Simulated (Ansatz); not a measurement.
# Ti12C13: the cost of one run

Computed with Ansatz 0.2.0 (DFT LDA, scalar-relativistic, plane waves, PAW, unless a step's input says otherwise).

4 further runs of the same task are left out: 4 set aside as unsound or not needed.

## (1) The structure to begin with

The structure is tetragonal, space group P4mm (No. 99). The conventional cell has a = 6.026 Å, b = 6.026 Å, c = 19.733 Å, α = 90.00°, β = 90.00°, γ = 90.00°. Ti (site symmetry m) is surrounded by 5 C at 2.08 to 2.13 Å. C (site symmetry 4mm) is surrounded by 5 Ti at 2.09 to 2.13 Å. C (site symmetry 2mm) has 5 Ti at 2.09 to 2.13 Å as nearest neighbours. Around Ti (site symmetry 4mm) lie 6 C at 2.09 to 2.14 Å. Ti (site symmetry 2mm) has 6 C at 2.09 to 2.14 Å as nearest neighbours. C (site symmetry m) is surrounded by 6 Ti at 2.06 to 2.13 Å. Only part of the 13 independent sites is listed.

As a file:

```
CELL_PARAMETERS angstrom
6.02571 0.00000 0.00000
0.00000 6.02571 0.00000
0.00000 0.00000 19.73349
ATOMIC_POSITIONS crystal
Ti 0.25000 0.25000 0.20270
Ti 0.25000 0.75000 0.20270
Ti 0.75000 0.25000 0.20270
Ti 0.75000 0.75000 0.20270
C 0.00000 0.00000 0.20270
C 0.00000 0.50000 0.20270
C 0.50000 0.00000 0.20270
C 0.50000 0.50000 0.20270
Ti 0.00000 0.00000 0.30854
Ti 0.00000 0.50000 0.30854
Ti 0.50000 0.00000 0.30854
Ti 0.50000 0.50000 0.30854
C 0.25000 0.25000 0.30793
C 0.25000 0.75000 0.30793
C 0.75000 0.25000 0.30793
C 0.75000 0.75000 0.30793
Ti 0.25000 0.25000 0.41243
Ti 0.25000 0.75000 0.41243
Ti 0.75000 0.25000 0.41243
Ti 0.75000 0.75000 0.41243
C 0.00000 0.00000 0.41723
C 0.00000 0.50000 0.41723
C 0.50000 0.00000 0.41723
C 0.50000 0.50000 0.41723
C 0.00000 0.00000 0.49426
```

This is the geometry of the first run shown, built on a cell relaxed beforehand with the same method.

## (2) Plan of the line

Atoms count from 1 in the order of the input.

C is moved over the surface cell; relaxed at each place: the height of the adsorbate's atoms; substrate rigid; the origin of the map has the adsorbate above C21.

- position of C25 along the first surface vector, from above C21: 8 values from 0.000 to 0.875, periodic
- position of C25 along the second surface vector, from above C21: 8 values from 0.000 to 0.875, periodic

Relaxed at each point: the height of the adsorbate's atoms; substrate rigid. Points are written as (first, second).

The two vectors of the plane (Å): (3.013, 0.000, 0.000); (0.000, 3.013, 0.000).

## (3) Grid point (0/8, 0/8) of the map's two axes

Contents of input.yaml:

```yaml
crystal:
  lattice:
    - [6.0257129982, 0.0, 0.0]
    - [0.0, 6.0257129982, 0.0]
    - [0.0, 0.0, 19.7334903671]
  atoms:
    - { symbol: Ti, position: [0.25, 0.25, 0.2027010896] }
    - { symbol: Ti, position: [0.25, 0.75, 0.2027010896] }
    - { symbol: Ti, position: [0.75, 0.25, 0.2027010896] }
    - { symbol: Ti, position: [0.75, 0.75, 0.2027010896] }
    - { symbol: C, position: [0.0, 0.0, 0.2027010896] }
    - { symbol: C, position: [0.0, 0.5, 0.2027010896] }
    - { symbol: C, position: [0.5, 0.0, 0.2027010896] }
    - { symbol: C, position: [0.5, 0.5, 0.2027010896] }
    - { symbol: Ti, position: [0.0, 0.0, 0.3085377016] }
    - { symbol: Ti, position: [0.0, 0.5, 0.3085377016] }
    - { symbol: Ti, position: [0.5, 0.0, 0.3085377016] }
    - { symbol: Ti, position: [0.5, 0.5, 0.3085377016] }
    - { symbol: C, position: [0.25, 0.25, 0.3079312156] }
    - { symbol: C, position: [0.25, 0.75, 0.3079312156] }
    - { symbol: C, position: [0.75, 0.25, 0.3079312156] }
    - { symbol: C, position: [0.75, 0.75, 0.3079312156] }
    - { symbol: Ti, position: [0.25, 0.25, 0.4124330642] }
    - { symbol: Ti, position: [0.25, 0.75, 0.4124330642] }
    - { symbol: Ti, position: [0.75, 0.25, 0.4124330642] }
    - { symbol: Ti, position: [0.75, 0.75, 0.4124330642] }
    - { symbol: C, position: [0.0, 0.0, 0.4172343673] }
    - { symbol: C, position: [0.0, 0.5, 0.4172343673] }
    - { symbol: C, position: [0.5, 0.0, 0.4172343673] }
    - { symbol: C, position: [0.5, 0.5, 0.4172343673] }
    - { symbol: C, position: [0.0, 0.0, 0.4942607813] }
basis:
  ecutwfc: 420
kpoints:
  mp_grid: { grid: [5, 5, 1] }
hamiltonian:
  xc: lda
scf:
  occupations: { method: gaussian, width: 0.1 }
output:
  forces: true
  eigenvalues: true
relax:
  adjacent_minimum: "off"
  f_tol: 0.025
  max_steps: 16
  constraints:
    - { sites: [0, 1, 2, 3, 4, 5, 6, 7, 8, 9, 10, 11, 12, 13, 14, 15, 16, 17, 18, 19, 20, 21, 22, 23] }
    - { sites: [24], fix: xy }
efield:
  axis: 3
  dipole_correction: true
  ramp_width: 0.04
```

Launch:

```sh
ansatz run input.yaml --threads 4 --pin off --max-ram 12288MiB --backend cpu --events-out ev --progress --plain --runs-dir out
```

**Question.** How long does this run take on 4 threads of Arm Neoverse N1, shared host, and how much memory does it need?

About 3.1 min, with a peak of 1.9 GiB.
